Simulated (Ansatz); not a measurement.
Runs of Ansatz 0.2.0 on K2CuBr2F2. It takes space group P4/mmm (No. 123, tetragonal). Conventional cell: a = 5.029 Å, b = 5.029 Å, c = 6.635 Å, α = 90.00°, β = 90.00°, γ = 90.00°. Br (site symmetry mmm) is surrounded by 2 Cu at 2.51 Å. Around Cu (site symmetry 4/mmm) lie 4 Br at 2.51 Å. K (site symmetry mmm) has 4 F at 2.51 Å as nearest neighbours. F (site symmetry 4/mmm) is surrounded by 4 K at 2.51 Å. F (site symmetry 4/mmm) has 4 K at 2.51 Å as nearest neighbours. The cell comes from a database or a generator and needn't be the stable form of this composition.

```csv
task,level,cutoff (eV),smearing,broadening,gap on the mesh (eV),pressure (GPa)
single point,PBEsol+D4,420,gaussian 0.05 eV,-,none,-1.7
single point,PBE,420,gaussian 0.1 eV,-,none,(a)
single point,PBEsol,420,gaussian 0.02 eV,-,none,-1.2
optical spectrum,r2SCAN,500,gaussian 0.1 eV,0.1 eV,none,-
```

Alike in all rows: potentials or basis Ansatz PAW; no spin polarisation; cell as given; k mesh 5 × 5 × 4.

Q: Estimate the missing entries.

A: (a) 0.9.

Caveats: an odd number of electrons without spin polarisation forces a metal; a magnetic or distorted state may lie lower; the run has no spin polarisation, though such a crystal can be magnetic; semilocal functionals often make such compounds metallic where correlation or magnetic order opens a gap, which also shifts bond lengths; the PAW data sets come from PBE, with cores solved anew for the run's functional, which leaves a small shift of forces and pressure (some runs); pairwise dispersion overbinds metals, which lowers pressure and volume (some runs); spectra need much finer meshes, so this one isn't converged (some runs).

A k mesh can miss the band edges, and the runs leave out spin-orbit coupling on Br.

A gap of «none» marks a metal or a gap under the smearing width.
